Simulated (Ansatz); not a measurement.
# SiNi3: the cost of one run

Program: Ansatz 0.2.0. Level of theory: DFT PBE, scalar-relativistic, plane waves, PAW. These are calculated values, not measurements.

The COD entry's cell or inner coordinates are ideal or old and differ from later refinements, so a difference from it is no clean test against experiment.

2 further runs of the same task are left out: 1 that didn't finish, 1 set aside as unsound or not needed.

### Step 1. The system as given

The structure is cubic, space group Pm-3m (No. 221). The conventional cell has a = 3.506 Å, b = 3.506 Å, c = 3.506 Å, α = 90.00°, β = 90.00°, γ = 90.00°. Si (site symmetry m-3m) is surrounded by 12 Ni at 2.48 Å. Around Ni (site symmetry 4/mmm) lie 4 Si at 2.48 Å and 8 Ni at 2.48 Å.

Coordinates:

```cif
data_structure
_symmetry_space_group_name_H-M 'P 1'
_symmetry_Int_Tables_number 1
_cell_length_a 3.5063
_cell_length_b 3.5063
_cell_length_c 3.5063
_cell_angle_alpha 90.000
_cell_angle_beta 90.000
_cell_angle_gamma 90.000
_cell_volume 43.11
loop_
_atom_site_label
_atom_site_type_symbol
_atom_site_fract_x
_atom_site_fract_y
_atom_site_fract_z
_atom_site_occupancy
Si1 Si 0.00000 0.00000 0.00000 1
Ni1 Ni 0.00000 0.50000 0.50000 1
Ni2 Ni 0.50000 0.00000 0.50000 1
Ni3 Ni 0.50000 0.50000 0.00000 1
```

It is the result of an earlier relaxation at this level (volume 10.78 Å³/atom; gap on the mesh: none (metal)).

### Step 2. Bands, states and charges

input.yaml reads:

```yaml
crystal:
  lattice:
    - [3.5062675415, 0.0, 0.0]
    - [0.0, 3.5062675415, 0.0]
    - [0.0, 0.0, 3.5062675415]
  atoms:
    - { symbol: Si, position: [0.0, 0.0, 0.0] }
    - { symbol: Ni, position: [0.0, 0.5, 0.5] }
    - { symbol: Ni, position: [0.5, 0.0, 0.5] }
    - { symbol: Ni, position: [0.5, 0.5, 0.0] }
basis:
  ecutwfc: 420
kpoints:
  mp_grid: { grid: [12, 12, 12] }
  band_path:
    path:
      - [[0.0, 0.0, 0.0], [0.0, 0.5, 0.0], [0.5, 0.5, 0.0], [0.0, 0.0, 0.0], [0.5, 0.5, 0.5], [0.0, 0.5, 0.0]]
      - [[0.5, 0.5, 0.5], [0.5, 0.5, 0.0]]
    npoints: 14
hamiltonian:
  xc: pbe
scf:
  occupations: { method: gaussian, width: 0.1 }
  n_extra_bands: 10
output:
  forces: true
  stress: true
  eigenvalues: true
  populations: true
  dos: { projected: true, de: 0.02, nscf_kmesh: { grid: [18, 18, 18] } }
  bader: true
  write_density: true
  write_potential: true
  elf: true
  volumetric_format: npy
```

Started as:

```console
ansatz run input.yaml --threads 1 --pin off --max-ram 2560MiB --backend cpu --events-out ev --progress --plain --runs-dir out
```

Q: Estimate wall time and peak memory on 1 thread of INTEL XEON PLATINUM 8581C at 2.30GHz (Emerald Rapids), shared host.

About 31 s, with a peak of 0.49 GiB.
